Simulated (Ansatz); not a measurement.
# As: the cost of one run

Program: Ansatz 0.2.0. Level of theory: DFT PBE+D3(BJ), scalar-relativistic, plane waves, PAW. These are calculated values, not measurements.

4 further runs of the same task are left out: 2 that didn't finish, 2 set aside as unsound or not needed.

### 1 The system as given

Symmetry: R-3m, No. 166, trigonal system. Conventional cell: a = 3.783 Å, b = 3.783 Å, c = 10.114 Å, α = 90.00°, β = 90.00°, γ = 120.00°. As (site symmetry 3m) is surrounded by 3 As at 2.53 Å.

As a file:

```xyz
2
Lattice="1.8914 1.0920 3.3714 -1.8914 1.0920 3.3714 0.0000 -2.1840 3.3714" Properties=species:S:1:pos:R:3 pbc="T T T"
As    0.0000    0.0000    7.7850
As    0.0000    0.0000    2.3292
```

This cell was relaxed beforehand with the same method: volume 20.89 Å³/atom, gap on the mesh none (metal).

### 2 Volume × 0.97

Contents of input.yaml:

```yaml
crystal:
  lattice:
    - [1.8723312623, 1.0809909583, 3.3373347198]
    - [-1.8723312623, 1.0809909583, 3.3373347198]
    - [0.0, -2.1619819167, 3.3373347197]
  atoms:
    - { symbol: As, position: [0.7697136434, 0.7697136434, 0.7697136434] }
    - { symbol: As, position: [0.2302863566, 0.2302863566, 0.2302863566] }
basis:
  ecutwfc: 420
kpoints:
  mp_grid: { grid: [15, 15, 15] }
hamiltonian:
  xc: pbe
  dispersion: d3bj
scf:
  occupations: { method: gaussian, width: 0.1 }
output:
  forces: true
  stress: true
  eigenvalues: true
relax:
  adjacent_minimum: "off"
  f_tol: 0.01
  max_steps: 30
  cell: { stress_tol: 0.1, fix: [volume] }
```

Command:

```console
$ ansatz run input.yaml --threads 1 --pin off --max-ram 2560MiB --backend cpu --events-out ev --progress --plain --runs-dir out
```

**Question.** How long does this run take on 1 thread of Arm Neoverse V2, shared host, and how much memory does it need?

About 50 s, with a peak of 0.5 GiB.
